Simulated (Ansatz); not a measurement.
# Ti2SiGe2: what a guessed cell relaxes into, part 2 of 2

The task: take a trial cell of Ti2SiGe2 to zero force and stress.

Ansatz 0.2.0; DFT PBE, scalar-relativistic, plane waves, PAW. Earlier steps stand in the parts before.

### 5 Final relaxation

The end of the coarse run is made exact in the group found at a tolerance of 0.06 Å and reduced to its primitive cell.

Input file input.yaml:

```yaml
crystal:
  lattice:
    - [2.989914899, 0.0, 0.0]
    - [-1.4949574495, 2.5893422577, 0.0]
    - [0.0, 0.0, 10.6919155831]
  atoms:
    - { symbol: Ti, position: [0.3333333333, 0.6666666667, 0.1933599252] }
    - { symbol: Ti, position: [0.6666666667, 0.3333333333, 0.8066400748] }
    - { symbol: Si, position: [0.0, 0.0, 0.0] }
    - { symbol: Ge, position: [0.0, 0.0, 0.383490616] }
    - { symbol: Ge, position: [0.0, 0.0, 0.616509384] }
basis:
  ecutwfc: 420
kpoints:
  mp_grid: { grid: [12, 12, 4] }
hamiltonian:
  xc: pbe
scf:
  occupations: { method: gaussian, width: 0.1 }
output:
  forces: true
  stress: true
  eigenvalues: true
relax:
  adjacent_minimum: "off"
  f_tol: 0.01
  max_steps: 80
  cell: { stress_tol: 0.05 }
```

On the command line:

```bash
$ ansatz run input.yaml --threads 1 --pin off --max-ram 2560MiB --backend cpu --events-out ev --progress --plain --runs-dir out
```

What it wrote:

```text
Warning: RAYON_NUM_THREADS=1 ignored (pool sized by the plan → 1); use --threads N
Engine: ansatz 0.2.0, aarch64-unknown-linux-gnu
Pseudopotentials: kind: paw
Pseudopotential: Ti, paw, valence charge 12, recommended cutoff 420 eV (normal), Ti.paw.azcp
Pseudopotential: Si, paw, valence charge 4, recommended cutoff 420 eV (normal), Si.paw.azcp
Pseudopotential: Ge, paw, valence charge 14, recommended cutoff 420 eV (normal), Ge.paw.azcp
Functional definition: PBE
  parameter kappa = 0.804
  parameter beta = 0.06672455060314922
  exchange = pbe_x(kappa = kappa, mu = beta*pi^2/3)
  correlation = pbe_c(beta = beta)
Crystal: 5 atoms, lattice volume = 82.776 Å³
Basis set: ecut = 420 eV, 1559 PW (Γ), exchange–correlation on 40×40×144 points (8 copies of the dense FFT grid, shifted against one another)
Bands: 34, of which v1, the nominal top of the filled ones, is band 28 counted from 1 (27 counted from 0)
Symmetry: 12 space group operations
Space group: P-3m1 (ITA 164), of the structure as read, at distance tolerance 4.4e-5 Å
k-points: 69 of 576
Non-local potential: Ti, projectors of the file, l = 0: 3, l = 1: 2, l = 2: 3, l = 3: 1
Non-local potential: Si, projectors of the file, l = 0: 2, l = 1: 2, l = 2: 2
Non-local potential: Ge, projectors of the file, l = 0: 2, l = 1: 2, l = 2: 3, l = 3: 1
PAW form: soft (Blöchl's): semilocal exchange-correlation on the pseudo side does not see the compensation charge
PAW one-centre angular grid: Ti, 590 points (default); XC on 64 Gauss nodes
PAW one-centre angular grid: Si, 110 points (default); XC on 64 Gauss nodes
PAW one-centre angular grid: Ge, 590 points (default); XC on 64 Gauss nodes
Initial density: superposition of atomic densities (neutral atoms: chi_scale 0, normalization atom), corrected by the library's trained network
Initial wavefunctions: pseudopotential atomic-orbital guess
Functional: x = pbe(κ = 0.804, μ = 0.2195149727645171), c = pbe(β = 0.06672455060314922)
SCF iter   1: F=—  HF=-14226.219883 eV  |F-HF|=—  |Δ(HF+E_count)|=         —  Δρ=5.88e-3  dr2=4.68e-2  ethr=1.77e-3  ⟨swp⟩=5.6  Hψ=9925  notcnv=0
preconditioner: auto → Kerker (q_TF=auto, 2.556 Å⁻¹)  [metal: Δε(μ)=0.001 eV  Ē_g=15.736 eV  σ=0.100 eV  W_gap=0.01  n_scr=26 (ndim 8)  ℏωp=25.8 eV  f_vac=0.000  D(μ)=2.81/eV (n_scr^D=14)]
SCF iter   2: F=—  HF=-14226.216204 eV  |F-HF|=—  |Δ(HF+E_count)|=   3.68e-3  Δρ=3.35e-3  dr2=1.51e-2  ethr=8.36e-5  ⟨swp⟩=1.0  Hψ=2898  notcnv=0
SCF iter   3: F=—  HF=-14226.214168 eV  |F-HF|=—  |Δ(HF+E_count)|=   2.04e-3  Δρ=6.21e-4  dr2=6.89e-4  ethr=2.70e-5  ⟨swp⟩=2.0  Hψ=2737  notcnv=0
SCF iter   4: F=—  HF=-14226.214013 eV  |F-HF|=—  |Δ(HF+E_count)|=   1.55e-4  Δρ=2.19e-4  dr2=5.37e-5  ethr=1.23e-6  ⟨swp⟩=2.0  Hψ=2863  notcnv=0
SCF iter   5: F=—  HF=-14226.213989 eV  |F-HF|=—  |Δ(HF+E_count)|=   2.33e-5  Δρ=9.30e-5  dr2=5.74e-6  ethr=9.60e-8  ⟨swp⟩=2.0  Hψ=3654  notcnv=0
SCF iter   6: F=—  HF=-14226.213983 eV  |F-HF|=—  |Δ(HF+E_count)|=   6.25e-6  Δρ=3.22e-5  dr2=1.09e-6  ethr=1.03e-8  ⟨swp⟩=2.0  Hψ=3553  notcnv=0
SCF iter   7: F=-14226.213983 eV  HF=-14226.213983 eV  |F-HF|=3.43e-8  |Δ(HF+E_count)|=   6.04e-8  Δρ=7.74e-6  dr2=9.32e-8  ethr=1.79e-10  ⟨swp⟩=4.9  Hψ=8629  notcnv=0
SCF 1 converged in 7 iterations: F = -14226.213983 eV  dr2 = 9.32e-8
relax step   1: F+E_penalty+E_count = -14226.21398314 eV  Δ(F+E_penalty+E_count) = +0.000e0 eV  max|allowed force component| = 2.842e-2 eV/Å  Δτ_max = 0.0000 Å  P = +0.106 GPa  Ω = 82.776 Å³  (7 SCF iters, dr2 threshold 1.00e-7 eV, accepted)
Crystal: 5 atoms, lattice volume = 82.297 Å³
Basis set: ecut = 420 eV, 1561 PW (Γ), exchange–correlation on 40×40×144 points (8 copies of the dense FFT grid, shifted against one another)
Initial density: handed on by an earlier stage of this run
Initial wavefunctions: those handed on with the density
iter 1 solved again at ethr=1.31e-5 eV; its pass at ethr=3.10e-3 eV (dr2=7.36e-3 eV) is discarded
SCF iter   1: F=—  HF=-14226.218410 eV  |F-HF|=—  |Δ(HF+E_count)|=         —  Δρ=2.05e-3  dr2=7.65e-3  ethr=1.31e-5  ⟨swp⟩=1.0  Hψ=11117  notcnv=0
preconditioner: auto → Kerker (q_TF=auto, 2.559 Å⁻¹)  [metal: Δε(μ)=0.013 eV  Ē_g=15.775 eV  σ=0.100 eV  W_gap=0.07  n_scr=26 (ndim 8)  ℏωp=25.9 eV  f_vac=0.000  D(μ)=2.95/eV (n_scr^D=26)]
SCF iter   2: F=—  HF=-14226.217422 eV  |F-HF|=—  |Δ(HF+E_count)|=   9.88e-4  Δρ=1.00e-3  dr2=1.99e-3  ethr=1.31e-5  ⟨swp⟩=1.2  Hψ=2361  notcnv=0
SCF iter   3: F=—  HF=-14226.217064 eV  |F-HF|=—  |Δ(HF+E_count)|=   3.58e-4  Δρ=2.18e-4  dr2=8.67e-5  ethr=3.56e-6  ⟨swp⟩=2.0  Hψ=2675  notcnv=0
SCF iter   4: F=—  HF=-14226.217071 eV  |F-HF|=—  |Δ(HF+E_count)|=   7.42e-6  Δρ=7.58e-5  dr2=4.01e-6  ethr=1.55e-7  ⟨swp⟩=2.0  Hψ=3690  notcnv=0
SCF iter   5: F=—  HF=-14226.217068 eV  |F-HF|=—  |Δ(HF+E_count)|=   3.51e-6  Δρ=2.95e-5  dr2=9.62e-7  ethr=7.16e-9  ⟨swp⟩=2.0  Hψ=3717  notcnv=0
SCF iter   6: F=-14226.217068 eV  HF=-14226.217068 eV  |F-HF|=1.63e-7  |Δ(HF+E_count)|=   3.44e-8  Δρ=8.78e-6  dr2=2.05e-7  ethr=8.93e-10  ⟨swp⟩=5.0  Hψ=8099  notcnv=0
SCF 2 converged in 6 iterations: F = -14226.217068 eV  dr2 = 2.05e-7
relax step   2: F+E_penalty+E_count = -14226.21706763 eV  Δ(F+E_penalty+E_count) = -3.084e-3 eV  max|allowed force component| = 2.096e-2 eV/Å  Δτ_max = 0.0068 Å  P = +0.361 GPa  Ω = 82.297 Å³  energy of the carried Pulay correction = +8.306e-5 eV  (6 SCF iters, dr2 threshold 5.00e-7 eV, accepted)
Crystal: 5 atoms, lattice volume = 82.673 Å³
iter 1 solved again at ethr=9.57e-6 eV; its pass at ethr=3.10e-3 eV (dr2=5.36e-3 eV) is discarded
SCF iter   1: F=—  HF=-14226.217946 eV  |F-HF|=—  |Δ(HF+E_count)|=         —  Δρ=8.57e-4  dr2=5.31e-3  ethr=9.57e-6  ⟨swp⟩=1.0  Hψ=8961  notcnv=0
preconditioner: auto → Kerker (q_TF=auto, 2.557 Å⁻¹)  [metal: Δε(μ)=0.005 eV  Ē_g=15.802 eV  σ=0.100 eV  W_gap=0.03  n_scr=26 (ndim 8)  ℏωp=25.8 eV  f_vac=0.000  D(μ)=2.92/eV (n_scr^D=26)]
SCF iter   2: F=—  HF=-14226.217676 eV  |F-HF|=—  |Δ(HF+E_count)|=   2.70e-4  Δρ=4.24e-4  dr2=2.12e-3  ethr=9.49e-6  ⟨swp⟩=1.0  Hψ=2346  notcnv=0
SCF iter   3: F=—  HF=-14226.217507 eV  |F-HF|=—  |Δ(HF+E_count)|=   1.68e-4  Δρ=1.25e-4  dr2=1.99e-4  ethr=3.78e-6  ⟨swp⟩=1.4  Hψ=2402  notcnv=0
SCF iter   4: F=—  HF=-14226.217509 eV  |F-HF|=—  |Δ(HF+E_count)|=   1.98e-6  Δρ=6.05e-5  dr2=1.04e-5  ethr=3.56e-7  ⟨swp⟩=1.8  Hψ=2538  notcnv=0
SCF iter   5: F=—  HF=-14226.217507 eV  |F-HF|=—  |Δ(HF+E_count)|=   2.13e-6  Δρ=2.96e-5  dr2=2.27e-6  ethr=1.86e-8  ⟨swp⟩=2.0  Hψ=3556  notcnv=0
SCF iter   6: F=-14226.217506 eV  HF=-14226.217507 eV  |F-HF|=7.89e-8  |Δ(HF+E_count)|=   4.61e-7  Δρ=1.09e-5  dr2=1.68e-7  ethr=8.87e-10  ⟨swp⟩=5.2  Hψ=8625  notcnv=0
SCF 3 converged in 6 iterations: F = -14226.217506 eV  dr2 = 1.68e-7
relax step   3: F+E_penalty+E_count = -14226.21750647 eV  Δ(F+E_penalty+E_count) = -4.388e-4 eV  max|allowed force component| = 1.253e-2 eV/Å  Δτ_max = 0.0015 Å  P = -0.074 GPa  Ω = 82.673 Å³  energy of the carried Pulay correction = +1.777e-5 eV  (6 SCF iters, dr2 threshold 4.97e-7 eV, accepted)
Crystal: 5 atoms, lattice volume = 82.620 Å³
iter 1 solved again at ethr=5.48e-7 eV; its pass at ethr=3.10e-3 eV (dr2=3.07e-4 eV) is discarded
SCF iter   1: F=—  HF=-14226.217555 eV  |F-HF|=—  |Δ(HF+E_count)|=         —  Δρ=1.77e-4  dr2=3.05e-4  ethr=5.48e-7  ⟨swp⟩=1.0  Hψ=8740  notcnv=0
preconditioner: auto → Kerker (q_TF=auto, 2.557 Å⁻¹)  [metal: Δε(μ)=0.006 eV  Ē_g=15.781 eV  σ=0.100 eV  W_gap=0.04  n_scr=26 (ndim 8)  ℏωp=25.8 eV  f_vac=0.000  D(μ)=2.94/eV (n_scr^D=26)]
SCF iter   2: F=—  HF=-14226.217547 eV  |F-HF|=—  |Δ(HF+E_count)|=   8.51e-6  Δρ=1.02e-4  dr2=1.40e-4  ethr=5.44e-7  ⟨swp⟩=1.0  Hψ=2346  notcnv=0
SCF iter   3: F=—  HF=-14226.217534 eV  |F-HF|=—  |Δ(HF+E_count)|=   1.26e-5  Δρ=3.19e-5  dr2=7.84e-6  ethr=2.51e-7  ⟨swp⟩=1.6  Hψ=2416  notcnv=0
SCF iter   4: F=—  HF=-14226.217545 eV  |F-HF|=—  |Δ(HF+E_count)|=   1.09e-5  Δρ=1.58e-5  dr2=3.96e-7  ethr=1.40e-8  ⟨swp⟩=2.0  Hψ=3539  notcnv=0
SCF iter   5: F=—  HF=-14226.217545 eV  |F-HF|=—  |Δ(HF+E_count)|=   9.47e-8  Δρ=6.51e-6  dr2=6.78e-8  ethr=7.07e-10  ⟨swp⟩=2.0  Hψ=3671  notcnv=0
SCF iter   6: F=-14226.217545 eV  HF=-14226.217545 eV  |F-HF|=4.47e-9  |Δ(HF+E_count)|=   1.19e-8  Δρ=2.23e-6  dr2=7.89e-9  ethr=2.71e-11  ⟨swp⟩=4.1  Hψ=7302  notcnv=0
SCF 4 converged in 6 iterations: F = -14226.217545 eV  dr2 = 7.89e-9
relax step   4: F+E_penalty+E_count = -14226.21754486 eV  Δ(F+E_penalty+E_count) = -3.838e-5 eV  max|allowed force component| = 4.751e-3 eV/Å  Δτ_max = 0.0009 Å  P = +0.004 GPa  Ω = 82.620 Å³  energy of the carried Pulay correction = +2.693e-5 eV  (6 SCF iters, dr2 threshold 1.52e-8 eV, accepted)
Initial wavefunctions: pseudopotential atomic-orbital guess (no wavefunctions were taken with the density)
iter 1 solved again at ethr=7.37e-8 eV; its pass at ethr=3.10e-3 eV (dr2=4.13e-5 eV) is discarded
SCF iter   1: F=—  HF=-14226.217325 eV  |F-HF|=—  |Δ(HF+E_count)|=         —  Δρ=2.52e-4  dr2=1.09e-6  ethr=7.37e-8  ⟨swp⟩=2.8  Hψ=15052  notcnv=0
preconditioner: auto → Kerker (q_TF=auto, 2.557 Å⁻¹)  [metal: Δε(μ)=0.007 eV  Ē_g=15.785 eV  σ=0.100 eV  W_gap=0.04  n_scr=26 (ndim 8)  ℏωp=25.8 eV  f_vac=0.000  D(μ)=2.94/eV (n_scr^D=26)]
SCF iter   2: F=—  HF=-14226.217463 eV  |F-HF|=—  |Δ(HF+E_count)|=   1.38e-4  Δρ=1.28e-4  dr2=2.81e-7  ethr=1.96e-9  ⟨swp⟩=1.3  Hψ=2373  notcnv=0
SCF iter   3: F=—  HF=-14226.217508 eV  |F-HF|=—  |Δ(HF+E_count)|=   4.51e-5  Δρ=1.87e-6  dr2=1.86e-9  ethr=5.02e-10  ⟨swp⟩=1.0  Hψ=2346  notcnv=0
SCF iter   4: F=—  HF=-14226.217508 eV  |F-HF|=—  |Δ(HF+E_count)|=   3.45e-9  Δρ=4.94e-7  dr2=8.48e-10  ethr=3.32e-12  ⟨swp⟩=2.0  Hψ=3720  notcnv=0
SCF iter   5: F=—  HF=-14226.217508 eV  |F-HF|=—  |Δ(HF+E_count)|=  2.91e-11  Δρ=3.15e-7  dr2=4.13e-10  ethr=1.51e-12  ⟨swp⟩=1.0  Hψ=2346  notcnv=0
SCF iter   6: F=-14226.217508 eV  HF=-14226.217508 eV  |F-HF|=1.09e-11  |Δ(HF+E_count)|=  1.82e-12  Δρ=1.07e-7  dr2=1.33e-11  ethr=1.00e-12  ⟨swp⟩=3.0  Hψ=7780  notcnv=0
SCF 5 converged in 6 iterations: F = -14226.217508 eV  dr2 = 1.33e-11
relax step   5: F+E_penalty+E_count = -14226.21750801 eV  Δ(F+E_penalty+E_count) = +3.685e-5 eV  max|allowed force component| = 4.756e-3 eV/Å  Δτ_max = 0.0000 Å  P = +0.004 GPa  Ω = 82.620 Å³  stress off target by 2.02e-2 GPa  SCF on the basis re-selected at this cell (its energy is not comparable with the rows above)  (6 SCF iters)
basis re-selected at this cell: Δ(F+E_penalty+E_count) = +3.685e-5 eV, ΔP = +0.000 GPa vs the last step (what re-selecting the basis moved, of the pressure what is left beyond the Pulay correction that the steps carried, after the strain that the cell walked since its last selection, with what the two solves' SCF thresholds leave and, on support functions, any second-order correction that the steps lacked; it is no measure of the basis error at this ecutwfc). This SCF's stress stands 2.02e-2 GPa from its target on what of the cell is left free (relax.cell.stress_tol is 5.00e-2 GPa) and its largest allowed force component is 4.76e-3 eV/Å (relax.f_tol is 1.00e-2 eV/Å): within both
SCF converged after 6 iterations
Free energy (F): -14226.217508 eV
Harris-Foulkes:  -14226.217508 eV  (|F-HF|=1.09e-11)
Internal energy: -14226.202817 eV  (E = F + TS)
E sigma→0 (E₀):  -14226.210163 eV
Entropy (-TS):   -0.014691 eV (-2.938 meV/atom)
Fermi energy:    12.799732 eV
--- Per-component energies (eV) ---
  E_band       = -490.211844
  E_kinetic    = 811.003704
  E_local      = -7023.369827  (includes V_loc(G=0)·N_el)
  E_nonlocal   = 877.463823
  E_hartree    = 3117.337582
  E_xc         = -403.751019
  E_vxc        = -423.238377  (∫ρ·V_xc dr)
  E_paw        = -6645.924581  (= ΣΔE_a)
  E_vpaw       = -966.747372  (= ΣTr[D̂ρ^β])
  E_aug_tail   = 0.000858  (compensation charges beyond the density's cutoff)
  E_ewald      = -4958.963358
  E_smearing   = -0.014691  (= −TS)
  E_closure    = 0.000000  (closes the sum)
  Σ components = -14226.217508   (vs F -14226.217508, Δ=0.00e0)
--- Forces (eV/Å), atoms counted from 1 ---
  atom   1  Ti     0.00000000    -0.00000000    -0.00016143
  atom   2  Ti     0.00000000     0.00000000     0.00016143
  atom   3  Si    -0.00000000    -0.00000000     0.00000000
  atom   4  Ge     0.00000000     0.00000000    -0.00475629
  atom   5  Ge    -0.00000000    -0.00000000     0.00475629
  max |Σ_I F_I| component: 3.70e-17 eV/Å
--- Stress (GPa, compression-positive) ---
       -0.003524      -0.000000      -0.000000
       -0.000000      -0.003524      -0.000000
       -0.000000      -0.000000       0.020228
  P = ⅓ Tr σ = 0.0044 GPa (0.044 kbar)
--- Band table (eV; the first three rows and the last of 69) ---
  k-point 0: bands = ["-44.0627", "-44.0625", "-20.4121", "-20.4046", "-20.1069", "-20.1069", "-20.1068", "-20.1068", "-12.0999", "-12.0630", "-12.0630", "-12.0531", "-12.0531", "-11.9893", "-11.9893", "-11.9197", "-11.9197", "-11.9110", "0.0013", "1.8815", "2.0823", "7.3978", "7.6574", "11.1868", "11.7890", "13.3707", "13.3707", "13.4272", "13.4272", "14.4049", "14.5896", "14.5896", "14.6057", "14.6057"]
  k-point 1: bands = ["-44.0627", "-44.0625", "-20.4121", "-20.4047", "-20.1069", "-20.1069", "-20.1068", "-20.1068", "-12.0999", "-12.0630", "-12.0630", "-12.0531", "-12.0531", "-11.9893", "-11.9893", "-11.9197", "-11.9197", "-11.9110", "0.0140", "1.6569", "2.3393", "6.7647", "8.5232", "10.6436", "12.0152", "13.3734", "13.3734", "13.4240", "13.4240", "14.3879", "14.5852", "14.5852", "14.6112", "14.6112"]
  k-point 2: bands = ["-44.0627", "-44.0625", "-20.4121", "-20.4047", "-20.1069", "-20.1069", "-20.1068", "-20.1068", "-12.0999", "-12.0630", "-12.0630", "-12.0531", "-12.0531", "-11.9893", "-11.9893", "-11.9197", "-11.9197", "-11.9110", "0.0272", "1.5371", "2.4937", "6.4716", "9.3696", "9.8842", "12.1351", "13.3765", "13.3765", "13.4204", "13.4204", "14.3723", "14.5822", "14.5822", "14.6154", "14.6154"]
  k-point 68: bands = ["-43.9915", "-43.9915", "-20.4079", "-20.4069", "-20.3980", "-20.3980", "-20.3246", "-20.3246", "-12.0467", "-12.0296", "-12.0296", "-12.0204", "-12.0204", "-12.0102", "-12.0102", "-11.9463", "-11.9463", "-11.8423", "5.0669", "7.0225", "7.0939", "8.7527", "8.7527", "9.3171", "9.3171", "10.3038", "10.3038", "10.3747", "10.7429", "12.9750", "12.9750", "13.6469", "14.3267", "14.3267"]
--- Relaxed structure (4 steps of the walk, 4 accepted, 1 SCFs on fresh bases) ---
  F+E_penalty+E_count = -14226.21750801 eV   max|allowed force component| = 4.756e-3 eV/Å   (the final SCF, on the basis selected at the relaxed cell)
  cell:  # Å, volume = 82.6204 Å³
    - [2.97650723139191, 0.0, 1.0158030587809204e-18]
    - [-1.488253615695955, 2.5777308769334804, -5.07901529390463e-19]
    - [3.632504910807629e-18, 2.2679630517163522e-32, 10.768196533880595]
  atoms:
    - { symbol: Ti, position: [0.3333333333333333, 0.6666666666666667, 0.1938943362654247] }
    - { symbol: Ti, position: [0.6666666666666667, 0.3333333333333333, 0.8061056637345753] }
    - { symbol: Si, position: [2.6060360804779234e-34, 2.0826153160174357e-34, -2.02807843750512e-21] }
    - { symbol: Ge, position: [1.842855817467127e-19, 2.6255828805505546e-33, 0.383892605830024] }
    - { symbol: Ge, position: [-1.842855817467124e-19, -2.3330250147290565e-33, 0.6161073941699761] }
```

Run time: 44 s. Hardware: 1 thread of Arm Neoverse V2, shared host; peak memory 0.45 GiB.

The steps of the relaxation:

| step | energy from step 1 (eV/cell) | largest force component (eV/Å) | pressure (GPa) | volume (Å³) |
| --- | --- | --- | --- | --- |
| 1 | 0.0000 | 0.0284 | 0.11 | 82.78 |
| 2 | -0.0031 | 0.0210 | 0.36 | 82.30 |
| 3 | -0.0035 | 0.0125 | -0.07 | 82.67 |
| 4 | -0.0036 | 0.0048 | 0.00 | 82.62 |
| 5 | -0.0035 | 0.0048 | 0.00 | 82.62 |

Step 1 is the start. Step 5 repeats the geometry before it on a plane-wave basis chosen anew for that cell, so its energy need not be comparable with the rows above.

|  | before | after | change |
| --- | --- | --- | --- |
| a (Å) | 2.990 | 2.977 | -0.4 % |
| b (Å) | 2.990 | 2.977 | -0.4 % |
| c (Å) | 10.692 | 10.768 | +0.7 % |
| volume (Å³/atom) | 16.56 | 16.52 | -0.2 % |
| shortest distance (Å) | 2.491 | 2.501 | +0.4 % |
| space group (0.01 Å) | P-3m1 | P-3m1 | same |

Forces and stress were held to the start's 12 operations: a distortion of lower symmetry was not tested.

### 6 Changed: ecutwfc 800 eV, occupations.method cold, occupations.width 0.2

Input file input.yaml:

```yaml
crystal:
  lattice:
    - [2.9765072314, 0.0, 0.0]
    - [-1.4882536157, 2.5777308769, 0.0]
    - [0.0, 0.0, 10.7681965339]
  atoms:
    - { symbol: Ti, position: [0.3333333333, 0.6666666667, 0.1938943363] }
    - { symbol: Ti, position: [0.6666666667, 0.3333333333, 0.8061056637] }
    - { symbol: Si, position: [0.0, 0.0, 0.0] }
    - { symbol: Ge, position: [0.0, 0.0, 0.3838926058] }
    - { symbol: Ge, position: [0.0, 0.0, 0.6161073942] }
basis:
  ecutwfc: "800 eV"
kpoints:
  mp_grid: { grid: [12, 12, 4] }
hamiltonian:
  xc: pbe
scf:
  occupations: { method: cold, width: 0.2 }
output:
  forces: true
  eigenvalues: true
  stress: true
```

On the command line:

```bash
$ ansatz run input.yaml --threads 1 --pin off --max-ram 2560MiB --backend cpu --events-out ev --progress --plain --runs-dir out
```

What it wrote, shortened:

```text
Warning: RAYON_NUM_THREADS=1 ignored (pool sized by the plan → 1); use --threads N
[...]
[... 5 set-up lines as earlier in the session ...]
[...]
Crystal: 5 atoms, lattice volume = 82.620 Å³
[...]
  atom   2  Ti     0.00000000     0.00000000    -0.00726393
  atom   3  Si     0.00000000     0.00000000     0.00000000
  atom   4  Ge     0.00000000     0.00000000     0.00190984
  atom   5  Ge     0.00000000    -0.00000000    -0.00190984
[...]
--- Stress (GPa, compression-positive) ---
       -0.138086       0.000000      -0.000000
        0.000000      -0.138086      -0.000000
        0.000000      -0.000000       0.209570
  P = ⅓ Tr σ = -0.0222 GPa (-0.222 kbar)
--- Band table (eV; the first three rows and the last of 69) ---
[...]
```

Run time: 18 s. Hardware: 1 thread of Arm Neoverse V2, shared host; peak memory 0.66 GiB.

| run | ending | energy change | pressure (GPa) | gap (eV) | force (eV/Å) | cycles | time |
| --- | --- | --- | --- | --- | --- | --- | --- |
| step 5 | converged | 0 | 0.0 | 0.00 | 0.00 | - | 44 s |
| variant | converged | -2.2 meV/atom (σ→0) | 0.0 | 0.00 | 0.01 | 7 | 18 s |

Changing the cutoff and smearing moves the energy by -2.2 meV/atom (σ→0 values). More than one kind of setting changed, and this run alone doesn't tell their shares apart.

### 7 Summary of results

This closing draws on all 2 parts. Changes of volume or cell count from the first structure of part 1.

```
                              quantity                                                                        value
symmetry at the end (tolerance 0.05 Å)                                                  space group P-3m1 (No. 164)
                     conventional cell  a = 2.977 Å, b = 2.977 Å, c = 10.768 Å, α = 90.00°, β = 90.00°, γ = 120.00°
                                volume                                                                16.52 Å³/atom
              energy over the elements                                                                -0.22 eV/atom
                       gap on the mesh                                                                 none (metal)
```

In words: The space group P-3m1 (No. 164) is kept, and the volume per atom grows by 4.6 % from the first guess. A negative formation energy is needed for stability but isn't enough; other structures and compounds were not set against it here. No finished test with a distortion of lower symmetry is shown, so the end may be a saddle point. Where forces pass 15 eV/Å atoms stand far too close, the PAW spheres overlap strongly and those numbers are rough. Other magnetic orders were not searched.
